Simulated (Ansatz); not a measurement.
Wanted: the native input for an Ansatz 0.2.0 run.

* Task: single point
* Functional: PBEsol
* Potentials or basis: all-electron LAPW, scalar-relativistic
* Cutoff: 279 eV (chosen from the basis error)
* Basis error allowed: 0.001 eV/atom
* k mesh: 10 × 10 × 10
* Occupations: fermi-dirac, width 0.05 eV
* Spin: no spin polarisation

Crystal: CuPd3.

```xyz
4
Lattice="-1.9053 1.9053 3.9122 1.9053 -1.9053 3.9122 1.9053 1.9053 -3.9122" Properties=species:S:1:pos:R:3 pbc="T T T"
Pd    0.0000    0.0000    3.9122
Pd    1.9053    0.0000    1.9561
Pd    0.0000    1.9053    1.9561
Cu    0.0000    0.0000    0.0000
```

The cell comes from a database or a generator and needn't be the stable form of this composition.

The input as run:

input.yaml

```yaml
crystal:
  lattice:
    - [-1.90531911, 1.90531911, 3.91217965]
    - [1.90531911, -1.90531911, 3.91217965]
    - [1.90531911, 1.90531911, -3.91217965]
  atoms:
    - { symbol: Pd, position: [0.5, 0.5, 0.0] }
    - { symbol: Pd, position: [0.25, 0.75, 0.5] }
    - { symbol: Pd, position: [0.75, 0.25, 0.5] }
    - { symbol: Cu, position: [0.0, 0.0, 0.0] }
kpoints:
  mp_grid: { grid: [10, 10, 10] }
scf:
  occupations: { method: fermi_dirac, width: 0.05 }
hamiltonian:
  xc: pbesol
  pseudopotentials: { kind: all_electron, lapw: { basis_error: 0.001 } }
output:
  forces: true
  stress: true
  eigenvalues: true
  populations: true
```

Potentials or basis: all-electron LAPW, scalar-relativistic.

Launch:

```console
$ ansatz run input.yaml --threads 2 --pin off --max-ram 8192MiB --backend cpu --events-out ev --progress --plain --runs-dir out
```

Results of the run:

```yaml
Pressure: -4.7 GPa
Band_gap_on_the_k_mesh: none (metal or under the smearing width)
```

Wall time 2.6 min on 2 threads of AMD EPYC (Zen 3) (shared host), peak memory 1.1 GiB.
